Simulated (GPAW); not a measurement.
HPbNO4:

```xyz
7
Lattice="4.2753 -0.0004 0.0064 -2.0840 5.2077 -0.0491 -2.1238 -1.8657 4.9149" Properties=species:S:1:pos:R:3 pbc="T T T"
H     2.2338   -1.5247    4.4769
Pb    0.1373    4.0030    0.6652
N    -2.0197    1.5311    2.4473
O     2.2736    4.7756    0.1022
O    -1.9905    2.6889    2.9560
O     2.2225    1.4102    1.1945
O    -2.0163    0.5081    3.1892
```

The cell was built by a generator and needn't be a form met in nature.

Base run:

```yaml
Program: GPAW 26.7.0
Functional: SCAN
Potentials_or_basis: GPAW PAW data sets (gpaw-data 1.2.1)
Cutoff: 800 eV
Basis: pw
k_mesh: 6 × 4 × 4
Occupations: fermi-dirac, width 0.05 eV
Spin: no spin polarisation
```

Its results: band gap on the k mesh 3.15 eV, indirect (least direct gap 3.46 eV); pressure -3.7 GPa; largest force 0.768 eV/Å.

**Question.** The run is repeated on the same cell with these changes: functional from SCAN to PBE. What comes out?

**Answer.** Band gap on the k mesh 2.86 eV, indirect (least direct gap 3.17 eV); pressure -0.3 GPa; largest force 0.118 eV/Å.

SCAN gives the wider gap, since meta-GGAs in the generalised Kohn-Sham scheme recover part of the derivative discontinuity.

Caveats: spin-orbit coupling is left out, which as a rule narrows the gap of such compounds by several tenths of an eV; the PAW data sets were made with another functional, which shifts forces and pressure a little (some runs).

A k mesh can miss the band edges.
